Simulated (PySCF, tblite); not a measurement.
# C4H7OSSi radical: geometry, infrared bands and EPR parameters

Wanted: the infrared bands and EPR parameters of C4H7OSSi radical (`C=C1C[SiH]C[S@@]1=O`), by calculation.

Programs: tblite 0.8.0 and PySCF 2.14.0, with density-fitted response routines of our own. Each step states its level of theory. These are calculated values for one molecule in the gas phase, unless marked as measured. Atoms count from 0, in the outputs and in this text.

### Step 1. The molecule as given

14 atoms, charge 0, multiplicity 2; geometry from: force field or distance geometry start.

Bonds of the start (Å): C0–C1 1.35, C1–C2 1.48, C2–Si3 1.87, Si3–C4 1.87, C4–S5 1.80, S5–O6 1.53, S5–C1 1.79, C0–H7 1.10, C0–H8 1.10, C2–H9 1.11, C2–H10 1.11, Si3–H11 1.49, C4–H12 1.12, C4–H13 1.09.

### Step 2. Geometry optimisation with GFN2-xTB

What the job is given:

```
{"job": {"kind": "relax", "xc": "GFN2-xTB", "basis": "xTB"}, "charge": 0, "multiplicity": 2}
C      2.172700     0.070900     0.744600
C      0.989000    -0.003800     0.109800
C      0.222900    -1.208600    -0.285800
Si    -1.561900    -0.885800     0.186300
C     -1.562100     0.976300     0.386500
S     -0.009500     1.379300    -0.428000
O     -0.130800     1.380200    -1.950100
H      2.698900    -0.846500     1.039700
H      2.626400     1.044600     0.984100
H      0.532500    -2.143000     0.231800
H      0.275300    -1.340100    -1.385000
H     -2.417400    -1.172800    -0.994400
H     -1.435100     1.291100     1.456000
H     -2.401600     1.457800    -0.117700
```

Launch:

```
> OMP_NUM_THREADS=1 python probes_run.py task.json out
```

The driver reads the jobs from task.json and runs them one after another.

Standard output:

```text
step      E/eV     max force
  0    -572.37100    4.120
  1    -572.71496    2.215
  2    -572.85597    0.947
  3    -572.91055    0.906
  4    -572.94551    0.623
  5    -572.97551    0.409
  6    -572.98809    0.363
  7    -573.00041    0.307
  8    -573.00860    0.256
  9    -573.01380    0.172
 10    -573.01653    0.151
 11    -573.01832    0.105
 12    -573.01971    0.097
 13    -573.02100    0.089
 14    -573.02226    0.092
 15    -573.02350    0.103
 16    -573.02469    0.101
 17    -573.02570    0.092
 18    -573.02647    0.075
 19    -573.02716    0.077
 20    -573.02797    0.080
 21    -573.02890    0.089
 22    -573.02983    0.085
 23    -573.03067    0.088
 24    -573.03150    0.096
 25    -573.03246    0.095
 26    -573.03364    0.099
 27    -573.03490    0.113
 28    -573.03619    0.107
 29    -573.03764    0.117
 30    -573.03928    0.103
 31    -573.04086    0.091
 32    -573.04229    0.098
 33    -573.04376    0.107
 34    -573.04533    0.104
 35    -573.04663    0.081
 36    -573.04734    0.062
 37    -573.04773    0.056
 38    -573.04813    0.059
 39    -573.04858    0.058
 40    -573.04898    0.052
 41    -573.04927    0.041
 42    -573.04949    0.043
 43    -573.04970    0.045
 44    -573.04996    0.031
 45    -573.05014    0.029
 46    -573.05029    0.026
 47    -573.05041    0.023
 48    -573.05048    0.018
 49    -573.05053    0.018
 50    -573.05059    0.020
 51    -573.05065    0.017
 52    -573.05070    0.016
 53    -573.05073    0.010
 54    -573.05074    0.010
```

Wall time 0.3 s (1 thread of Arm Neoverse V2, shared host).

Along the way: (not every step is listed)

```csv
step,energy from step 0 (eV),largest force (eV/Å)
0,0.0000,4.1200
1,-0.3440,2.2148
2,-0.4850,0.9469
3,-0.5395,0.9061
4,-0.5745,0.6228
5,-0.6045,0.4087
6,-0.6171,0.3635
7,-0.6294,0.3074
8,-0.6376,0.2561
12,-0.6487,0.0970
16,-0.6537,0.1012
20,-0.6570,0.0803
24,-0.6605,0.0958
28,-0.6652,0.1073
32,-0.6713,0.0978
36,-0.6763,0.0625
40,-0.6780,0.0518
44,-0.6790,0.0310
48,-0.6795,0.0181
49,-0.6795,0.0177
50,-0.6796,0.0196
51,-0.6797,0.0170
52,-0.6797,0.0156
53,-0.6797,0.0104
54,-0.6797,0.0099
```

Close pairs (by a distance rule), those that changed most:

```csv
bond,before (Å),after (Å),change (Å)
S5–O6,1.527,1.469,-0.058
C2–Si3,1.874,1.923,+0.049
C4–S5,1.799,1.844,+0.045
C1–S5,1.789,1.831,+0.042
Si3–C4,1.873,1.908,+0.036
C4–H12,1.122,1.087,-0.035
C0–C1,1.345,1.319,-0.026
Si3–H11,1.486,1.462,-0.024
```

The final coordinates are the input of the step that follows.

### Step 3. Vibrational analysis with GFN2-xTB

What the job is given:

```
{"job": {"kind": "ir", "xc": "GFN2-xTB", "basis": "xTB"}, "charge": 0, "multiplicity": 2}
C      2.033364     0.128210     0.782941
C      0.949885    -0.026855     0.047275
C      0.235185    -1.274149    -0.309634
Si    -1.618630    -0.872680     0.007640
C     -1.412989     0.972120     0.450800
S      0.050936     1.444847    -0.566535
O     -0.347238     1.108679    -1.939735
H      2.566090    -0.709190     1.205339
H      2.436193     1.106442     0.983965
H      0.649812    -2.134361     0.213422
H      0.347609    -1.442546    -1.383503
H     -2.483619    -1.091225    -1.150122
H     -1.162091     1.187864     1.486206
H     -2.245184     1.602372     0.149776
```

Standard output:

```text
mode    cm-1     km/mol
  1      82.0      4.34
  2      93.9      2.52
  3     186.1      8.33
  4     263.5      6.13
  5     297.3      0.21
  6     358.8      4.56
  7     428.9      6.99
  8     495.7     16.47
  9     506.3      6.65
 10     543.9     35.98
 11     600.9     28.25
 12     637.6     49.84
 13     659.8      2.04
 14     715.8     36.07
 15     728.7     30.11
 16     756.0     82.41
 17     778.5     62.44
 18     890.8     23.88
 19     942.0     14.55
 20     971.0      6.04
 21    1063.2      5.67
 22    1088.6     39.15
 23    1111.4    247.52
 24    1148.9     36.42
 25    1183.0      4.52
 26    1400.8      1.89
 27    1424.4      1.52
 28    1435.0      2.80
 29    1710.8     31.04
 30    2268.7    280.08
 31    2953.9     11.63
 32    3001.6     16.16
 33    3012.6     11.63
 34    3021.7     12.52
 35    3084.1     20.72
 36    3118.0     21.03
```

Run time: 0.39 s. Hardware: 1 thread of Arm Neoverse V2, shared host.

Which atoms move in the most intense modes:

```csv
cm⁻¹,km/mol,atoms
638,49.8,"C4 53 %, S5 21 %"
716,36.1,"C4 40 %, Si3 17 %, H13 11 %"
756,82.4,"C2 33 %, Si3 25 %"
778,62.4,"C2 24 %, H9 24 %, H10 23 %"
1089,39.1,"H12 39 %, H13 34 %, C4 20 %"
1111,247.5,"O6 60 %, S5 32 %"
1149,36.4,"H10 30 %, C2 26 %, C1 24 %"
2269,280.1,H11 97 %
```

### Step 4. EPR parameters: B3LYP/pcH-1

Settings changed since step 3:

```diff
@@ -1,2 +1,2 @@
-{"job": {"kind": "ir", "xc": "GFN2-xTB", "basis": "xTB"}, "charge": 0, "multiplicity": 2}
+{"job": {"kind": "epr", "basis": "pcH-1"}, "charge": 0, "multiplicity": 2}
 C      2.033364     0.128210     0.782941
```

Level: UKS B3LYP, pcH-1 on C H O S Si, non-relativistic, mean-field spin-orbit, GIAO.

Standard output:

```text
UKS, coarse grid
  cycle   1  E = -919.25988209  |g| = 7.27e-01
  cycle   2  E = -917.57402971  |g| = 1.90e+00
  cycle   3  E = -919.38900923  |g| = 3.61e-01
  cycle   4  E = -919.45133374  |g| = 1.20e-01
  cycle   5  E = -919.45809948  |g| = 2.77e-02
  cycle   6  E = -919.45841087  |g| = 1.52e-02
  cycle   7  E = -919.45852020  |g| = 3.98e-03
  cycle   8  E = -919.45852549  |g| = 2.16e-03
  cycle   9  E = -919.45852817  |g| = 6.18e-04
UKS, final grid
  cycle   1  E = -919.45845841  |g| = 1.18e-03
  cycle   2  E = -919.45845662  |g| = 2.40e-03
  cycle   3  E = -919.45845900  |g| = 2.31e-04
  cycle   4  E = -919.45845902  |g| = 3.44e-05
  cycle   5  E = -919.45845902  |g| = 2.50e-05
E = -919.45845902 Eh   <S^2> = 0.7515 (exact 0.7500)
g shifts (ppm)      1          2          3
  rmc          -141       -141       -141
  gc             14         61         61
  oz_so         -96       1213       4043
  total        -223       1133       3964
hyperfine (MHz)  atom isotope    a_iso     a_fc   dipolar eigenvalues
    0   13C       0.68       0.68     -0.81     -0.15      0.97
    1   13C       8.09       8.09     -0.66     -0.58      1.24
    2   13C      27.74      27.74     -4.62     -3.46      8.07
    3  29Si    -479.53    -480.54   -170.44     83.89     86.54
    4   13C      30.09      30.08     -3.64     -1.98      5.62
    5   33S       0.17       0.23     -5.23     -4.43      9.66
    6   17O      -5.71      -5.69     -0.66      0.07      0.59
    7    1H      -0.57      -0.57     -0.81     -0.59      1.40
    8    1H      -0.19      -0.20     -0.87     -0.44      1.31
    9    1H      10.97      10.97     -4.22     -2.92      7.15
   10    1H      20.01      20.00     -3.69     -0.51      4.20
   11    1H      87.83      87.82     -9.06      1.27      7.79
   12    1H      15.92      15.92     -3.98     -3.04      7.03
   13    1H       1.71       1.70     -2.97     -1.82      4.79
```

Wall time 72 s (1 thread of Arm Neoverse V2, shared host); peak memory 1.1 GiB.

Principal g values 2.00210, 2.00345, 2.00628; g(iso) = 2.00394, against 2.00232 for a free electron.

Hyperfine couplings, nucleus by nucleus at this fixed geometry (no averaging over rotations):

```csv
nuclei,isotope,a(iso) (MHz),"a(iso) (G, at g = 2.0023)",largest dipolar term (MHz)
Si3,29Si,-479.5,-171.1,-170.4
H11,1H,87.8,31.3,-9.1
C4,13C,30.1,10.7,5.6
C2,13C,27.7,9.9,8.1
H10,1H,20.0,7.1,4.2
H12,1H,15.9,5.7,7.0
H9,1H,11.0,3.9,7.1
C1,13C,8.1,2.9,1.2
O6,17O,-5.7,-2.0,-0.7
H13,1H,1.7,0.6,4.8
C0,13C,0.7,0.2,1.0
H7,1H,-0.6,-0.2,1.4
H8,1H,-0.2,-0.1,1.3
S5,33S,0.2,0.1,9.7
```

Mulliken spin populations:

C0 0.01; C1 0.00; C2 0.00; Si3 0.93; C4 -0.01; S5 0.03; O6 0.00; H7 0.00; H8 0.00; H9 0.00; H10 0.01; H11 0.03; H12 0.00; H13 0.00

In first order the couplings over 0.8 MHz of 1H give 32 distinct lines over 48.7 G.

Orbitals, density, ELF and potential are computed afterwards from the orbital file.

ELF in a plane through or near 6 of the atoms.

Ten even steps from ' ' (0.00) to '@' (1.00):
```
                                                        
                                                        
                                                        
                                                        
          ..**####::                ..==++--            
          ++@@@@@@##      ........::**@@@@@@==          
          **@@@@@@%%..    ..::==++++%%@@@@@@##          
          --%%@@@@##--....::==##%%==%%@@@@@@**          
          ::****++::%%****++--**##++****++--            
        ==%%%%%%..==%%::::++..::++##**--                
      ..**@@@@@@******::++**....--====::..              
        ++%%@@%%--..==%%@@##****--..--##%%##==..        
          ::::      --++..####%%++::%%@@@@@@@@##        
                  ::**##++::****====@@@@@@@@@@##..      
                  ==####**++==::..::%%@@@@@@@@**        
                  ::====--::..      ==@@@@@@##::        
                    ....              --++==..          
                                                        
                                                        
                                                        
```
The map spans 10.9 Å across and 8.9 Å up, centred on the molecule. Atoms in the plane (x, y in Å): C0 (-2.1, 0.5), C1 (-0.9, 0.0), C2 (-0.3, -1.3), H8 (-2.4, 1.5), H11 (2.5, -1.5), H13 (2.3, 1.5).

log10 of the density (e/Å³) in the same plane.

Ten even steps from ' ' (-4.0) to '@' (1.4):
```
                                                        
                                                        
                        ................                
          ..::::::::::::::--------------::::..          
        ..::--====--------================--::..        
      ..::--++++++++======++++++++++++++++==--::        
    ....--==****##**++==++++********####**++==::..      
    ..::--++**######**++++****##########**++==::..      
    ..::==++**##@@%%######****########**++==--::..      
    ::--==++####%%%%%%%%####**********++====--::..      
    ::--==++**########%%####**********++++==--::..      
    ..::==++++********########**********++++==--::..    
      ..::--======++**##%%@@####******####**++--::..    
        ..::::----++**########********####**++--::..    
          ....::--==++********++++++++****++==--::..    
            ....--====++++++++==============--::..      
              ..::----======----------------::..        
                  ..::::::::::................          
                      ......                            
                                                        
```
The map spans 10.9 Å across and 8.9 Å up, centred on the molecule. Atoms in the plane (x, y in Å): C0 (-2.1, 0.5), C1 (-0.9, 0.0), C2 (-0.3, -1.3), H8 (-2.4, 1.5), H11 (2.5, -1.5), H13 (2.3, 1.5).

On the surface of density 0.002 e/bohr³ the electrostatic potential runs, from the 1st to the 99th percentile, from -2.05 V near O6 to 1.12 V near H12.

The spin density lies nearest to Si3 71 %; H11 11 %.

### Step 5. Results

| quantity | value |
| --- | --- |
| strongest single infrared mode (GFN2-xTB) | 2269 cm⁻¹, 280 km/mol |
| zero-point energy (GFN2-xTB) | 61.4 kcal/mol |
| g(iso) (B3LYP) | 2.00394 |
| ⟨S²⟩ | 0.751 (exact 0.75) |
| largest a(iso) | 29Si on Si3, -479.5 MHz |
| surface potential, 1st and 99th percentile | -2.05 V and 1.12 V |

**Reading.** Over 54 steps the energy fell by 0.680 eV; of the close pairs, S5–O6 changed most, 1.527 to 1.469 Å. No mode is imaginary among the 36: a minimum at this level. The strongest single mode, at 2269 cm⁻¹, moves mainly H11. GFN2-xTB is a fitted tight-binding method: band positions and strengths are rough. Its intensities can rank the bands wrongly. Most of the unpaired spin sits on Si3 (0.93 e). The isotropic g lies 1.6 ppt above the free-electron value.
